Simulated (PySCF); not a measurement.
# SiHF3 (SMILES F[SiH](F)F) at 6 levels

We compute a comparison of 6 runs (HF/STO-3G, B3LYP/6-31G*, PBE0/def2-SVP, TPSS/6-311+G**, CCSD(T)/def2-SVP, CCSD(T)/6-31+G*) of SiHF3. 

The calculation is run with PySCF 2.14.0.

## Step 1: Starting point

SiHF3 has 5 atoms, charge 0, and is taken as a singlet. SMILES: `F[SiH](F)F`. The shape is that of a PBE0-D4/def2-TZVP optimisation.

Bond lengths: F1–Si2 1.573 Å, Si2–F3 1.573 Å, Si2–F4 1.573 Å, Si2–H5 1.461 Å. Angles: F1–Si2–F3 108.3°, F1–Si2–F4 108.3°, F3–Si2–F4 108.3°, F1–Si2–H5 110.7°, F3–Si2–H5 110.7°, F4–Si2–H5 110.7°.

## Step 2: Energy and forces at HF/STO-3G (run 1)

run.py

```python
from pyscf import gto, scf

mol = gto.M(
    atom=[
    ('F', (-0.447100, -0.082200, 1.491300)),
    ('Si', (0.040700, 0.001700, -0.001800)),
    ('F', (-0.597100, 1.281400, -0.657200)),
    ('F', (-0.495900, -1.263300, -0.767200)),
    ('H', (1.499400, 0.062400, -0.065100)),
],
    max_memory=1860,
    basis='sto-3g',
    verbose=4,
    charge=0,
)

mf = scf.RHF(mol)
mf.conv_tol = 1e-10
mf.kernel()
if not mf.converged:
    mf = mf.newton().run(mf.mo_coeff, mf.mo_occ)

etot = mf.e_tot
print('E(%s) = %.9f' % ('HF', etot))
grad = mf.nuc_grad_method().kernel()
mf.analyze()
```

On the command line:

```console
$ OMP_NUM_THREADS=1 python run.py
```

The log of the run:

```text
PySCF version 2.14.0

[... 73 lines left out ...]
One-electron Energy =                -1190.652931411393183
[... 5 lines left out ...]
MO #1   energy= -68.1085682659191  occ= 2
[... 3 lines left out ...]
MO #5   energy= -6.08705872181764  occ= 2
[... 3 lines left out ...]
MO #9   energy= -1.4934316080222   occ= 2
[... 3 lines left out ...]
MO #13  energy= -0.572021689328495 occ= 2
[... 3 lines left out ...]
MO #17  energy= -0.458869228424825 occ= 2
[... 3 lines left out ...]
MO #21  energy= -0.400353654847925 occ= 2
[... 3 lines left out ...]
MO #25  energy= 0.593099853998329  occ= 0
[... 33 lines left out ...]
Dipole moment(X, Y, Z, Debye):  1.07797,  0.04492, -0.04713
```

Wall time 0.88 s (1 thread of Arm Neoverse V2, shared host); peak memory 0.12 GiB.

## Step 3: Energy and gradient at B3LYP/6-31G(d) (spherical functions) (run 2)

input.py

```python
import pyscf.grad
from pyscf import gto, dft

mol = gto.M(
    atom='''
F     -0.447100    -0.082200     1.491300
Si     0.040700     0.001700    -0.001800
F     -0.597100     1.281400    -0.657200
F     -0.495900    -1.263300    -0.767200
H      1.499400     0.062400    -0.065100
''',
    spin=0,
    max_memory=1860,
    basis='6-31g*',
    verbose=4,
)

myscf = dft.RKS(mol)
myscf.xc = 'b3lyp'
myscf.conv_tol = 1e-10
myscf.grids.level = 5
myscf.kernel()
if not myscf.converged:
    myscf = myscf.newton().run(myscf.mo_coeff, myscf.mo_occ)

etot = myscf.e_tot
print('E = %.10f Eh' % etot)
grad = myscf.Gradients().kernel()
dip = myscf.dip_moment()
pop, q = myscf.mulliken_pop()
```

On the command line:

```console
$ OMP_NUM_THREADS=1 python input.py
```

The log of the run:

```text
PySCF version 2.14.0

[... 71 lines left out ...]
converged SCF energy = -589.795355573289
[... 13 lines left out ...]
Dipole moment(X, Y, Z, Debye):  1.25739,  0.05240, -0.05512
[... 68 lines left out ...]
charge of    4H =     -0.09633
```

Run time: 12 s. Hardware: 1 thread of Arm Neoverse V2, shared host; peak memory 0.62 GiB.

Runs 3 to 4 aren't shown in full; the table further down has their settings and results.

## Step 4: A single-point energy at CCSD(T)/def2-SVP (run 5)

run.py

```python
from pyscf import gto, scf, cc

system = gto.M(
    atom='''
F     -0.447100    -0.082200     1.491300
Si     0.040700     0.001700    -0.001800
F     -0.597100     1.281400    -0.657200
F     -0.495900    -1.263300    -0.767200
H      1.499400     0.062400    -0.065100
''',
    basis='def2-svp',
    verbose=4,
    charge=0,
    max_memory=1860,
)

mf = scf.RHF(system)
mf.conv_tol = 1e-10
mf.kernel()
if not mf.converged:
    mf = mf.newton().run(mf.mo_coeff, mf.mo_occ)

mycc = cc.CCSD(mf, frozen=8)
mycc.kernel()
e_t = mycc.ccsd_t()
energy = mycc.e_tot + e_t
print('E = %.10f Eh' % energy)
mf.analyze()
```

On the command line:

```console
$ OMP_NUM_THREADS=1 python run.py
```

The log of the run:

```text
PySCF version 2.14.0

[... 70 lines left out ...]
Init t2, MP2 energy = -588.333262530529  E_corr(MP2) -0.647290358263732
[... 25 lines left out ...]
MO #2   energy= -26.3146167374489  occ= 2
[... 8 lines left out ...]
MO #11  energy= -1.59188591434989  occ= 2
[... 8 lines left out ...]
MO #20  energy= -0.660562384697577 occ= 2
[... 8 lines left out ...]
MO #29  energy= 0.583643170893326  occ= 0
[... 8 lines left out ...]
MO #38  energy= 1.48449753684268   occ= 0
[... 8 lines left out ...]
MO #47  energy= 1.98216257144385   occ= 0
[... 8 lines left out ...]
MO #56  energy= 3.40961817408203   occ= 0
[... 8 lines left out ...]
MO #65  energy= 4.01051761546347   occ= 0
[... 73 lines left out ...]
Dipole moment(X, Y, Z, Debye):  1.58583,  0.06608, -0.06946
```

It took 9 s on 1 thread of Arm Neoverse V2, shared host; peak memory 0.21 GiB.

## Step 5: The energy at CCSD(T)/6-31+G(d) (spherical functions) (run 6)

mol.xyz

```xyz
5
F3HSi
F     -0.447100    -0.082200     1.491300
Si     0.040700     0.001700    -0.001800
F     -0.597100     1.281400    -0.657200
F     -0.495900    -1.263300    -0.767200
H      1.499400     0.062400    -0.065100
```

run.py

```python
from pyscf import gto, scf, cc

mol = gto.Mole()
mol.atom = 'mol.xyz'
mol.spin = 0
mol.basis = '6-31+g*'
mol.charge = 0
mol.max_memory = 1860
mol.verbose = 3
mol.build()

mf = scf.RHF(mol)
mf.conv_tol = 1e-10
mf.kernel()
if not mf.converged:
    mf = mf.newton().run(mf.mo_coeff, mf.mo_occ)

mycc = cc.CCSD(mf, frozen=8)
mycc.kernel()
e_t = mycc.ccsd_t()
e_final = mycc.e_tot + e_t
print('E = %.10f Eh' % e_final)
mf.analyze()
```

On the command line:

```console
$ OMP_NUM_THREADS=1 python run.py
```

The log of the run:

```text
converged SCF energy = -588.027344945859
[... 9 lines left out ...]
MO #6   energy= -4.36598606098896  occ= 2
[... 8 lines left out ...]
MO #15  energy= -0.740780914773119 occ= 2
[... 8 lines left out ...]
MO #24  energy= 0.0730408163348759 occ= 0
[... 8 lines left out ...]
MO #33  energy= 0.33342529585628   occ= 0
[... 8 lines left out ...]
MO #42  energy= 0.51918694223933   occ= 0
[... 8 lines left out ...]
MO #51  energy= 1.44726580872577   occ= 0
[... 8 lines left out ...]
MO #60  energy= 1.93619296914297   occ= 0
[... 8 lines left out ...]
MO #69  energy= 2.19003488030628   occ= 0
[... 8 lines left out ...]
MO #78  energy= 3.40124926717032   occ= 0
[... 6 lines left out ...]
Dipole moment(X, Y, Z, Debye):  1.60738,  0.06698, -0.07043
```

It took 20 s on 1 thread of Arm Neoverse V2, shared host; peak memory 0.32 GiB.

## Step 6: Overview of the runs

```
run                                  level  integration grid      task  energy (Eh)  dipole moment (D) of the reference  HOMO energy (eV)  LUMO energy (eV)  wall time
  1                              HF/STO-3G                 –  gradient  -580.356379                                1.08            -10.89             12.69     0.88 s
  2     B3LYP/6-31G* (spherical functions)                 5  gradient  -589.795356                                1.26            -10.71              1.46       12 s
  3                          PBE0/def2-SVP                 5  gradient  -589.064358                                1.31            -11.09              1.75       13 s
  4                         TPSS/6-311+G**                 5  gradient  -589.944386                                1.44             -9.97             -0.26       42 s
  5                       CCSD(T)/def2-SVP                 –    energy  -588.354983                                1.59            -15.37              5.32        9 s
  6  CCSD(T)/6-31+G* (spherical functions)                 –    energy  -588.653101                                1.61            -15.44              1.87       20 s
```

## Step 7: What came out

```
                                          quantity          value
                               run 6: total energy  -588.65310 Eh
       run 6: dipole moment (Hartree–Fock density)         1.61 D
        run 6: HOMO energy (Hartree–Fock orbitals)      -15.44 eV
        run 6: LUMO energy (Hartree–Fock orbitals)        1.87 eV
      run 6: HOMO–LUMO gap (Hartree–Fock orbitals)       17.30 eV
run 6: correlation energy (8 core orbitals frozen)     -625.8 mEh
                             run 6: (T) correction     -12.01 mEh
                              run 6: T1 diagnostic          0.014
```

In words: Over runs 1, 2, 3, 4 the dipole moment (its size) runs from 1.08 D (HF/STO-3G) to 1.44 D (TPSS/6-311+G**). The two ends differ in method and basis. Over runs 1, 2, 3, 4 the HOMO–LUMO gap runs from 9.71 eV (TPSS/6-311+G**) to 23.58 eV (HF/STO-3G). Totals of different functionals can't be ranked against each other. In run 1 the basis is minimal, so the values are rough. All runs together took 96 s, the longest 42 s.
